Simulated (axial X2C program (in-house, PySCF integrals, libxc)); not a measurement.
# A two-component session on InS: EOM-EA-CCSD levels

Aim: EOM-EA-CCSD levels of InS, with spin–orbit coupling in the Hamiltonian from the start.

Method: two-component X2C with atomic mean-field terms, In dyall-acv3z, S dyall-av3z; program: an in-house X2C program for linear molecules on PySCF integrals.

All values are calculated.

## (1) Input

task.json reads:

```json
{"zs": [49, 16], "q": 0, "bas": ["dyall-acv3z", "dyall-av3z"], "r0": 2.3, "eom": "ea", "thr": -2.0, "nmax": 92, "grid": [1, 0.96, 1.045, 0.92, 1.09, 1.15]}
```

Keys: zs atomic numbers; q charge; bas basis sets; r0 starting distance in Å; eom kind of EOM run; thr threshold in hartree for freezing inner shells (an s shell follows its p shell); nmax most natural virtual spinors; grid distances as factors.

Launch:

```console
$ python soeom.py task.json out
```

Further steps of the session: EOM-EA-CCSD at 2.283 Å.

Before running it: what results should come out? Wanted: next root led by one particle; T1 of the reference.

As calculated:

| quantity | value |
| --- | --- |
| lowest root at 2.283 Å | Ω = 1/2, 9.019 eV |
| next root led by one particle | Ω = 1/2, about 28410 cm⁻¹ higher |
| T1 of the reference | 0.025 |

In words: The added electron is bound by 9.02 eV in a spinor of 40% S pσ, 36% In pσ, 19% In sσ. Errors of 0.1 to 0.3 eV are usual at this size, and roots led by higher excitations are left out, so the list is incomplete, and low states of that kind can be missing. T1 or the largest double amplitude of the reference is raised, which lowers the reliability.
